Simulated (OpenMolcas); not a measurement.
# Pd⁴⁺ among point charges: CASSCF and CASPT2 levels and susceptibility

Aim: the splitting of the states of Pd⁴⁺ in the field of 6 point charges, its lowest levels with spin-orbit coupling and its magnetic susceptibility.

The numbers are computed with OpenMolcas 26.06 (state-averaged CASSCF and CASPT2, spin-orbit coupling by RASSI with atomic mean-field integrals), except any that are marked as measured or tabulated.

## 1. The atom as given

- Species: Pd⁴⁺ (palladium, Z = 46, 42 electrons)
- Basis: ANO-RCC-VDZP [6s5p3d1f], 43 functions
- Scalar Hamiltonian: DKH2, point nucleus
- Inactive shells: 1s 2s 2p 3s 3p 3d 4s 4p
- Active space: 6 electrons in 5 orbitals (4d)
- Some configurations of this space: 4d⁶
- Orbitals: optimised for each spin and parity, averaged over all roots

The outer shells:

4d6
```
4d [↑↓][↑ ][↑ ][↑ ][↑ ]
```

The ion sits among 6 point charges of -1.1 e arranged as a tetragonal octahedron (D4h), 2.25 Å from the ion, with the axial distance 2.340 Å.

Each step is its own input file, run in one work folder so that later steps find the files of earlier ones. Labels, J, g values, rates, χT and fits are worked out afterwards by a script from the matrices that RASSI stores. The input lists half of the charges; inversion (Group=XYZ) makes the rest.

## 2. One- and two-electron integrals

File a.inp:

```
&GATEWAY
Coord
1

Pd 0.0 0.0 0.0
Basis=ANO-RCC-VDZP
Group=XYZ
NoMove
AngMom=0.0 0.0 0.0
AMFI
XField
3 Angstrom 0
2.250000 0.000000 0.000000 -1.100000
0.000000 2.250000 0.000000 -1.100000
0.000000 0.000000 2.340000 -1.100000
&SEWARD
```

Started as:

```sh
> OMP_NUM_THREADS=1 MOLCAS_MEM=1689 MOLCAS_PROJECT=a pymolcas a.inp > a.log
```

## 3. Reference wave functions, quintets of even parity, 5 roots

File a.inp:

```
&RASSCF
FileOrb=start.orb
Symmetry=1
Spin=5
nActEl=6 0 0
Inactive=9 9
Ras2=5 0
CIRoot=5 5 1
SDav=5
CIMx=300
Iter=120 100
PrWF=0.3
OrbListing=Nothing
MaxOrb=0
>>> COPY $Project.JobIph JOB001
```

start.orb holds the contracted functions of the basis, ordered by shell, or the orbitals of the step before.

## 4. CASSCF: triplets of even parity, 45 roots

File a.inp:

```
&RASSCF
FileOrb=start.orb
Symmetry=1
Spin=3
nActEl=6 0 0
Inactive=9 9
Ras2=5 0
CIRoot=45 45 1
SDav=45
CIMx=300
Iter=120 100
PrWF=0.3
OrbListing=Nothing
MaxOrb=0
>>> COPY $Project.JobIph JOB002
```

## 5. Reference wave functions, singlets of even parity, 50 roots

File a.inp:

```
&RASSCF
FileOrb=start.orb
Symmetry=1
Spin=1
nActEl=6 0 0
Inactive=9 9
Ras2=5 0
CIRoot=50 50 1
SDav=50
CIMx=300
Iter=120 100
PrWF=0.3
OrbListing=Nothing
MaxOrb=0
>>> COPY $Project.JobIph JOB003
```

## 6. State interaction with spin-orbit coupling

File a.inp:

```
&RASSI
NrOfJobIphs=3 5 45 50
1 2 3 4 5
1 2 3 4 5 6 7 8 9 10 11 12 13 14 15 16 17 18 19 20 21 22 23 24 25 26 27
28 29 30 31 32 33 34 35 36 37 38 39 40 41 42 43 44 45
1 2 3 4 5 6 7 8 9 10 11 12 13 14 15 16 17 18 19 20 21 22 23 24 25 26 27
28 29 30 31 32 33 34 35 36 37 38 39 40 41 42 43 44 45 46 47 48 49 50
IphNames
JOB001
JOB002
JOB003
EJob
SpinOrbit
DIPRint=1.0
SOCoupling=1000.0
Subsets=2
Property=9
'ANGMOM' 1 'ANGMOM' 2 'ANGMOM' 3 'MLTPL  1' 1 'MLTPL  1' 2 'MLTPL  1' 3
'AMFI' 1 'AMFI' 2 'AMFI' 3
SOProperty=3
'ANGMOM' 1 'ANGMOM' 2 'ANGMOM' 3
```

## 7. CASPT2: IPEA 0.25, imaginary shift 0.1 (closed shells correlated: 4s 4p)

File a.inp:

```
>>> COPY JOB001 $Project.JobIph
&CASPT2
Multistate=5 1 2 3 4 5
NoMult
Frozen=8 6
IPEA=0.25
Imaginary=0.1
MaxIter=60
WThr=0.0 0.3 0.05
PrWF=0.5
NoMix
>>> COPY JOB002 $Project.JobIph
&CASPT2
Multistate=45 1 2 3 4 5 6 7 8 9 10 11 12 13 14 15 16 17 18 19 20 21 22
23 24 25 26 27 28 29 30 31 32 33 34 35 36 37 38 39 40 41 42 43 44 45
NoMult
Frozen=8 6
IPEA=0.25
Imaginary=0.1
MaxIter=60
WThr=0.0 0.3 0.05
PrWF=0.5
NoMix
>>> COPY JOB003 $Project.JobIph
&CASPT2
Multistate=50 1 2 3 4 5 6 7 8 9 10 11 12 13 14 15 16 17 18 19 20 21 22
23 24 25 26 27 28 29 30 31 32 33 34 35 36 37 38 39 40 41 42 43 44 45 46
47 48 49 50
NoMult
Frozen=8 6
IPEA=0.25
Imaginary=0.1
MaxIter=60
WThr=0.0 0.3 0.05
PrWF=0.5
NoMix
```

(Steps that only read results are left out.)

What does the calculation give? Wanted: spin-free ground state; first state of the same spin within the active space; lowest level; next level.

**Answer**, as computed:

| quantity | value |
| --- | --- |
| method | SS-CASPT2, IPEA 0.25, imaginary shift 0.1 (closed shells correlated: 4s 4p) |
| spin-free ground state | 5E, 2-fold in its orbital part |
| first state of the same spin within the active space | 5B2 at 451 cm⁻¹ |
| lowest level | 1-fold B2 |
| next level | 50.4 cm⁻¹ |
| χT at 300 K | 5.09 cm³ K/mol |
| effective moment at 300 K | 6.38 μB |

Cost by method:

```
                                              method  time of its own steps  time with the reference
                                           A. CASSCF                   20 s                     20 s
B. SS-CASPT2, IPEA 0.25, imaginary shift 0.1, +4s 4p                  4.9 s                     25 s
```

Times are of one thread on a shared host.

In words: The spin-free ground state (5E) comes to 100 % from free-ion D terms and keeps the highest spin of the shell. χT at 300 K is 5.09, against 3.01 cm³ K/mol for the spin alone, so orbital moment adds to it. An active space of the d shell alone favours high spin; real ions in strong fields can be low spin. The field of point charges can differ much from that of real complexes. With metal d orbitals alone active, the gaps between spin states are rough; where two lie within a few thousand cm-1, their order is open. This is an electrostatic model: the charges have no orbitals.
